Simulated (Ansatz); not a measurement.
# Fe3CoGe4: the cost of one run

Computed with Ansatz 0.2.0 (DFT PBE, scalar-relativistic, plane waves, PAW, unless a step's input says otherwise).

## (1) The structure to begin with

It takes space group C2/m (No. 12, monoclinic). The conventional cell has a = 11.968 Å, b = 3.925 Å, c = 4.892 Å, α = 90.00°, β = 104.69°, γ = 90.00°. Around Ge (site symmetry m) lie 1 Co at 2.41 Å and 5 Fe at 2.44 to 2.69 Å and 2 Ge at 2.73 Å. Ge (site symmetry m) is surrounded by 2 Co at 2.44 Å and 5 Fe at 2.47 to 2.76 Å. Around Fe (site symmetry 2/m) lie 2 Co at 2.45 Å and 6 Ge at 2.47 to 2.51 Å and 2 Fe at 2.65 Å. Around Fe (site symmetry m) lie 7 Ge at 2.44 to 2.76 Å and 3 Fe at 2.46 to 2.65 Å and 1 Co at 2.72 Å. Around Co (site symmetry 2/m) lie 6 Ge at 2.41 to 2.44 Å and 4 Fe at 2.45 to 2.72 Å.

Structure file:

```
Ge Fe Co
1.0
     5.98397   -1.96244    0.00000
     5.98397    1.96244    0.00000
    -1.24089    0.00000    4.73205
Ge Fe Co
4 3 1
Direct
  0.18438 0.18438 0.84319
  0.81562 0.81562 0.15681
  0.42930 0.42930 0.69925
  0.57069 0.57069 0.30075
  0.00000 0.00000 0.00000
  0.79352 0.79352 0.63885
  0.20648 0.20648 0.36115
  0.00000 0.00000 0.50000
```

The start is the relaxed end of an invented cell (made as: elements ordered on the sites of the FeGe type, Co/Fe on Fe (C2/m, No. 12)), taken up again for a closer look.

## (2) A first look at the guess

input.yaml reads:

```yaml
crystal:
  lattice:
    - [5.9839668, -1.9624351, 0.0]
    - [5.9839668, 1.9624351, 0.0]
    - [-1.2408901, 0.0, 4.7320451]
  atoms:
    - { symbol: Ge, position: [0.184377, 0.184377, 0.843189] }
    - { symbol: Ge, position: [0.815623, 0.815623, 0.156811] }
    - { symbol: Ge, position: [0.429305, 0.429305, 0.699249] }
    - { symbol: Ge, position: [0.570695, 0.570695, 0.300751] }
    - { symbol: Fe, position: [0.0, 0.0, 0.0], spin: 2.1 }
    - { symbol: Fe, position: [0.793524, 0.793524, 0.638848], spin: 2.1 }
    - { symbol: Fe, position: [0.206476, 0.206476, 0.361152], spin: 2.1 }
    - { symbol: Co, position: [0.0, 0.0, 0.5], spin: 0.74 }
basis:
  ecutwfc: 420
kpoints:
  mp_grid: { grid: [6, 6, 4] }
hamiltonian:
  xc: pbe
scf:
  occupations: { method: gaussian, width: 0.1 }
  lower_state_search: "off"
output:
  forces: true
  stress: true
  eigenvalues: true
  populations: true
magnetization:
  spin_polarized: true
```

Command:

```
ansatz run input.yaml --threads 4 --pin off --max-ram 8192MiB --backend cpu --events-out ev --progress --plain --runs-dir out
```

What time and memory should one allow on 4 threads of Arm Neoverse V1, shared host?

About 32 s, with a peak of 0.92 GiB.
